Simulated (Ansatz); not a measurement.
# SiF2: the cost of one run

Program: Ansatz 0.2.0. Level of theory: DFT PBE, scalar-relativistic, plane waves, PAW. These are calculated values, not measurements.

**1. The structure to begin with**

It takes space group Fm-3m (No. 225, cubic). The conventional cell has a = 5.210 Å, b = 5.210 Å, c = 5.210 Å, α = 90.00°, β = 90.00°, γ = 90.00°. Si (site symmetry m-3m) has 8 F at 2.26 Å as nearest neighbours. Around F (site symmetry -43m) lie 4 Si at 2.26 Å.

Coordinates:

```
Si F
1.0
     0.00000    2.60488    2.60488
     2.60488    0.00000    2.60488
     2.60488    2.60488    0.00000
Si F
1 2
Direct
  0.00000 0.00000 0.00000
  0.25000 0.25000 0.25000
  0.75000 0.75000 0.75000
```

This is candidate A: fluorite type (Fm-3m, No. 225).

(A quick probe on a coarse mesh, which set the mesh and smearing, is not shown.)

**3. A loose first relaxation (candidate A)**

The input, input.yaml:

```yaml
crystal:
  lattice:
    - [0.0, 2.6048838189, 2.6048838189]
    - [2.6048838189, 0.0, 2.6048838189]
    - [2.6048838189, 2.6048838189, 0.0]
  atoms:
    - { symbol: Si, position: [0.0, 0.0, 0.0] }
    - { symbol: F, position: [0.25, 0.25, 0.25] }
    - { symbol: F, position: [0.75, 0.75, 0.75] }
basis:
  ecutwfc: 420
kpoints:
  mp_grid: { grid: [6, 6, 6] }
hamiltonian:
  xc: pbe
scf:
  occupations: { method: gaussian, width: 0.1 }
  lower_state_search: "off"
output:
  forces: true
  stress: true
  eigenvalues: true
relax:
  adjacent_minimum: "off"
  f_tol: 0.04
  max_steps: 70
  cell: { stress_tol: 0.4 }
```

The run is started by

```sh
ansatz run input.yaml --threads 1 --pin off --max-ram 2560MiB --backend cpu --events-out ev --progress --plain --runs-dir out
```

**Question.** How long does this run take on 1 thread of Intel Xeon 6975P-C (Granite Rapids), shared host, and how much memory does it need?

About 2.4 s, with a peak of 0.32 GiB.
